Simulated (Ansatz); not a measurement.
# C2H7AlBFO: basis-set convergence

An exercise on one series of results from a longer session: the logs are not shown, and one member is left open.

Program: Ansatz 0.2.0, Gaussian basis. Level of theory: one geometry, several basis sets. These are calculated values, not measurements.

The runs, in order: PBE0-D4/def2-SVP; ωB97M-V/def2-SVP; PBE0-D4/def2-QZVPP; ωB97M-V/def2-QZVPP; the functionals' def2-TZVPP values are taken from earlier runs.

**Structure used throughout**

All runs share one geometry, relaxed beforehand with PBE0-D4 in a triple-zeta def2 set.

13 atoms, charge 0, spin multiplicity 1.

Atoms are counted from 1 here; the program's logs count them from 0.

Bond lengths: B1–C2 1.733 Å, B1–F5 1.536 Å, B1–H7 1.203 Å, B1–H8 1.200 Å, C2–C3 1.406 Å, C2–H9 1.094 Å, C2–H10 1.088 Å, C3–O4 1.305 Å, C3–Al6 2.056 Å, O4–H11 0.972 Å, F5–Al6 1.859 Å, Al6–H12 1.585 Å, Al6–H13 1.582 Å. Angles: C2–B1–F5 101.9°, C2–B1–H7 114.6°, C2–B1–H8 106.4°, F5–B1–H7 107.3°, F5–B1–H8 109.5°, H7–B1–H8 116.1°, B1–C2–C3 90.9°, B1–C2–H9 112.2°, B1–C2–H10 101.3°, C3–C2–H9 119.0°, C3–C2–H10 115.7°, H9–C2–H10 113.7°, C2–C3–O4 121.3°, C2–C3–Al6 112.0°, O4–C3–Al6 124.5°, C3–O4–H11 111.6°, B1–F5–Al6 109.4°, C3–Al6–F5 82.9° and more.

The first run:

Input file in.yaml:

```yaml
crystal:
  periodic: [false, false, false]
  atoms:
    - {symbol: B, position_ang: [0.286743, -0.922781, -0.977492]}
    - {symbol: C, position_ang: [0.705695, -0.694573, 0.688552]}
    - {symbol: C, position_ang: [-0.353714, 0.215159, 0.852216]}
    - {symbol: O, position_ang: [-1.416178, -0.097194, 1.543010]}
    - {symbol: F, position_ang: [0.556869, 0.469403, -1.566358]}
    - {symbol: Al, position_ang: [-0.258120, 1.758329, -0.502658]}
    - {symbol: H, position_ang: [-0.873763, -1.173824, -1.172651]}
    - {symbol: H, position_ang: [1.079216, -1.706273, -1.422303]}
    - {symbol: H, position_ang: [0.690533, -1.633077, 1.250404]}
    - {symbol: H, position_ang: [1.695887, -0.253400, 0.601625]}
    - {symbol: H, position_ang: [-1.304040, -0.942309, 2.010303]}
    - {symbol: H, position_ang: [0.861790, 2.818431, -0.134210]}
    - {symbol: H, position_ang: [-1.650719, 2.127307, -1.155738]}
basis:
  gaussian: {orbitals: def2-SVP}
hamiltonian: {xc: pbe0, dispersion: d4}
output: {orbitals: {seedname: orbitals}}
```

Started as:

```bash
> ansatz run in.yaml --threads 4 --pin off --events-out ev --progress --plain --max-ram 10444MiB
```

Steps of the session up to this table: PBE0-D4 in def2-SVP; ωB97M-V in def2-SVP; PBE0-D4 in def2-QZVPP; ωB97M-V in def2-QZVPP.

One table of the session follows, with a row left open; its other results are not shown here.

It belongs to the step «Density functionals: the series». 

```
functional       basis  HOMO (eV)  LUMO (eV)
   PBE0-D4    def2-SVP          ?          ?
   PBE0-D4  def2-TZVPP      -8.05      -1.90
   PBE0-D4  def2-QZVPP      -8.06      -1.92
   ωB97M-V    def2-SVP     -10.23       0.37
   ωB97M-V  def2-TZVPP     -10.31       0.22
   ωB97M-V  def2-QZVPP     -10.32       0.15
```

**Question.** Estimate the row for PBE0-D4, def2-SVP.

The run gave: HOMO (eV): -8.02; LUMO (eV): -1.83. In the column «HOMO (eV)» it is the highest.
